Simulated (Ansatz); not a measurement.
LiY3:

```xyz
4
Lattice="-2.3672 2.3672 5.3266 2.3672 -2.3672 5.3266 2.3672 2.3672 -5.3266" Properties=species:S:1:pos:R:3 pbc="T T T"
Y     0.0000    0.0000    5.3266
Y     2.3672    0.0000    2.6633
Y     0.0000    2.3672    2.6633
Li    0.0000    0.0000    0.0000
```

The cell comes from a database or a generator and needn't be the stable form of this composition.

Base run:

| Quantity | Value |
| --- | --- |
| Program | Ansatz 0.2.0 |
| Functional | PBE |
| Potentials or basis | Ansatz PAW |
| Cutoff | 420 eV |
| Density cutoff | 1680 eV |
| k mesh | 6 × 6 × 6 |
| Occupations | fermi-dirac, width 0.05 eV |
| Spin | no spin polarisation |
| Hubbard terms | Y d U = 8 eV |

Its results: band gap on the k mesh none (metal or under the smearing width); pressure 12.9 GPa.

Question: After a change of settings the same cell gave: band gap on the k mesh none (metal or under the smearing width); pressure 4.2 GPa. Which change was it?
A. k mesh from 6 × 6 × 6 to 8 × 8 × 8; hubbard terms from Y d U = 8 eV to none; hubbard projectors from ortho-atomic (the default) to none
B. hubbard terms from Y d U = 8 eV to none; hubbard projectors from ortho-atomic (the default) to none
C. functional from PBE to PBEsol; hubbard terms from Y d U = 8 eV to none; hubbard projectors from ortho-atomic (the default) to none
D. hubbard terms from Y d U = 8 eV to Y d U = 3 eV

Answer: D.

Caveats: U without spin polarisation on a metal has little footing; the U is typed as a test and isn't derived for this compound.

Not every run made on this cell is shown here.
